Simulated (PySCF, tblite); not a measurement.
**C₇H₁₀N radical: geometry, infrared bands and EPR parameters**

Aim: predict the infrared bands and EPR parameters of C₇H₁₀N radical (`C=C(C)C1=N[CH]CC1`).

Programs: tblite 0.8.0 and PySCF 2.14.0, with density-fitted response routines of our own. Each step states its level of theory. These are calculated values for one molecule in the gas phase, unless marked as measured. Atoms count from 0, in the outputs and in this text.

### Step 1. The molecule as given

18 atoms, charge 0, multiplicity 2; geometry from: force field or distance geometry start.

Bonds of the start (Å): C0–C1 1.34, C1–C2 1.49, C1–C3 1.50, C3–N4 1.29, N4–C5 1.36, C5–C6 1.48, C6–C7 1.51, C7–C3 1.52, C0–H8 1.09, C0–H9 1.07, C2–H10 1.09, C2–H11 1.11, C2–H12 1.09, C5–H13 1.09, C6–H14 1.09, C6–H15 1.10, C7–H16 1.09, C7–H17 1.10.

### Step 2. Relaxing the molecule with GFN2-xTB

Job settings and geometry (Å):

```
{"job": {"kind": "relax", "xc": "GFN2-xTB", "basis": "xTB"}, "charge": 0, "multiplicity": 2}
C     -1.703100    -1.489100    -0.296300
C     -1.347100    -0.214200    -0.064700
C     -2.324600     0.871300     0.212900
C      0.094900     0.187000    -0.045500
N      0.492600     1.392600     0.199000
C      1.852200     1.381100     0.127100
C      2.441600     0.053100    -0.169100
C      1.209500    -0.813400    -0.282900
H     -2.756800    -1.768200    -0.305000
H     -1.009000    -2.286300    -0.483600
H     -2.172200     1.310800     1.198100
H     -3.368700     0.503200     0.181600
H     -2.250200     1.666700    -0.532900
H      2.427400     2.289400     0.286200
H      3.013100     0.074000    -1.093400
H      3.089500    -0.286000     0.658500
H      1.190500    -1.606000     0.471700
H      1.111800    -1.259600    -1.286600
```

On the command line:

```bash
> OMP_NUM_THREADS=1 python probes_run.py task.json out
```

The driver reads the jobs from task.json and runs them one after another.

**Question.** This job is followed by: GFN2-xTB harmonic vibrations, gas phase; UKS B3LYP, pcH-1 on C H N, non-relativistic, mean-field spin-orbit, GIAO. What will the session give for the following? strongest single infrared mode (GFN2-xTB); zero-point energy (GFN2-xTB); g(iso) (B3LYP); ⟨S²⟩; largest a(iso) (averaged by class); potential on the surface of density 0.002 e/bohr³, 1st and 99th percentile.

The runs gave:

| quantity | value |
| --- | --- |
| strongest single infrared mode (GFN2-xTB) | 1512 cm⁻¹, 55 km/mol |
| zero-point energy (GFN2-xTB) | 93.5 kcal/mol |
| g(iso) (B3LYP) | 2.00241 |
| ⟨S²⟩ | 0.784 (exact 0.75) |
| largest a(iso) (averaged by class) | 13C on C3, 55.6 MHz |
| potential on the surface of density 0.002 e/bohr³, 1st and 99th percentile | -1.61 V and 0.87 V |

**Reading.** Relaxing lowered the energy by 0.279 eV in 27 steps; the close pair that moved most is C1–C3, from 1.497 to 1.414 Å. All 48 modes are real, so the xTB geometry is a minimum. The strongest single mode, at 1512 cm⁻¹, is spread over many atoms; the largest shares are those of C5, N4. GFN2-xTB is a fitted tight-binding method: band positions and strengths are rough. Its intensities can rank the bands wrongly. The largest spin populations lie on C3 (0.52 e), C5 (0.46 e), C0 (0.45 e). The isotropic g lies 0.1 ppt above the free-electron value. These values are for one conformer; the search (at its own cheap level) found 1 more, at 0.12 kcal/mol, and measured spectra average over such forms.
